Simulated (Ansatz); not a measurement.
# Y2C: response to strain

Aim: deform Y2C (zz strain of +1 %) and compute stress, forces and field gradients with LAPW, PAW and all-electron datasets made for the crystal.

Program: Ansatz 0.2.0. Level of theory: DFT PBEsol, scalar-relativistic. These are calculated values, not measurements.

### 1 The starting structure

Symmetry: R-3m, No. 166, trigonal system. The conventional cell has a = 3.625 Å, b = 3.625 Å, c = 17.964 Å, α = 90.00°, β = 90.00°, γ = 120.00°. Y (site symmetry 3m) is surrounded by 3 C at 2.49 Å. C (site symmetry -3m) has 6 Y at 2.49 Å in its first shell of neighbours.

Structure file:

```xyz
3
Lattice="1.8124 1.0464 5.9880 -1.8124 1.0464 5.9880 0.0000 -2.0928 5.9880" Properties=species:S:1:pos:R:3 pbc="T T T"
Y     0.0000    0.0000    4.6335
Y     0.0000    0.0000   13.3305
C     0.0000    0.0000    0.0000
```

Atoms are numbered in the order of the input: Y1, Y2, C3.

### 2 The deformed structure

Space group R-3m before, R-3m after.

### 3 LAPW, all electrons

input.yaml

```yaml
crystal:
  lattice:
    - [1.8124192369, 1.0464007343, 6.04788]
    - [-1.8124192369, 1.0464007343, 6.04788]
    - [0.0, -2.0928014686, 6.04788]
  atoms:
    - { symbol: "Y", position: [0.25793, 0.25793, 0.25793] }
    - { symbol: "Y", position: [0.74207, 0.74207, 0.74207] }
    - { symbol: C, position: [0.0, 0.0, 0.0] }
kpoints:
  mp_grid: { grid: [11, 11, 11] }
  band_path:
    path:
      - [0.0, 0.0, 0.0]
      - [0.5, 0.5, 0.5]
      - [0.8133761852, 0.1866238148, 0.5]
      - [0.5, -0.1866238148, 0.1866238148]
      - [0.5, 0.0, 0.0]
      - [0.0, 0.0, 0.0]
      - [0.3433119074, -0.3433119074, 0.0]
      - [0.6566880926, 0.0, 0.3433119074]
      - [0.5, 0.0, 0.5]
    npoints: 5
scf:
  occupations: { method: fermi_dirac, width: 0.05 }
hamiltonian:
  xc: pbesol
  pseudopotentials: { kind: all_electron, lapw: { basis_error: 0.001 } }
output:
  forces: true
  stress: true
  eigenvalues: true
```

On the command line:

```bash
ansatz run input.yaml --threads 1 --pin off --max-ram 4096MiB --backend cpu --events-out ev --progress --plain --runs-dir out
```

### 4 Frozen-core PAW

input.yaml

```yaml
crystal:
  lattice:
    - [1.8124192369, 1.0464007343, 6.04788]
    - [-1.8124192369, 1.0464007343, 6.04788]
    - [0.0, -2.0928014686, 6.04788]
  atoms:
    - { symbol: "Y", position: [0.25793, 0.25793, 0.25793] }
    - { symbol: "Y", position: [0.74207, 0.74207, 0.74207] }
    - { symbol: C, position: [0.0, 0.0, 0.0] }
kpoints:
  mp_grid: { grid: [11, 11, 11] }
scf:
  occupations: { method: fermi_dirac, width: 0.05 }
hamiltonian:
  xc: pbesol
  pseudopotentials: { kind: paw }
output:
  forces: true
  stress: true
  eigenvalues: true
  efg: { contact_densities: true }
```

### 5 All-electron PAW on datasets made for the crystal

Edit input.yaml of step 4 so:

```diff
@@ -15,3 +15,3 @@
   xc: pbesol
-  pseudopotentials: { kind: paw }
+  pseudopotentials: { kind: all_electron, datasets: crystal }
 output:
```

(Steps that only read results are left out.)

Q: Predict the outcome of this session. Wanted: pressure; largest shear or deviatoric stress.

As calculated:

```
                                 quantity                                              value
                                 pressure  LAPW -3.64, PAW -3.65, crystal datasets -3.65 GPa
largest shear or deviatoric stress (LAPW)                                           0.47 GPa
```

The largest part of the stress beyond the pressure is 0.47 GPa in size, in the zz component; the atoms are carried along and not relaxed. No run of the undeformed cell stands beside it, so pressure and stress hold what the given cell had before the change, as far as its symmetry allows. PAW: stress within 0.02 GPa of LAPW, forces within 2 meV/Å. Crystal datasets: stress within 0.01 GPa of LAPW, forces within 1 meV/Å.
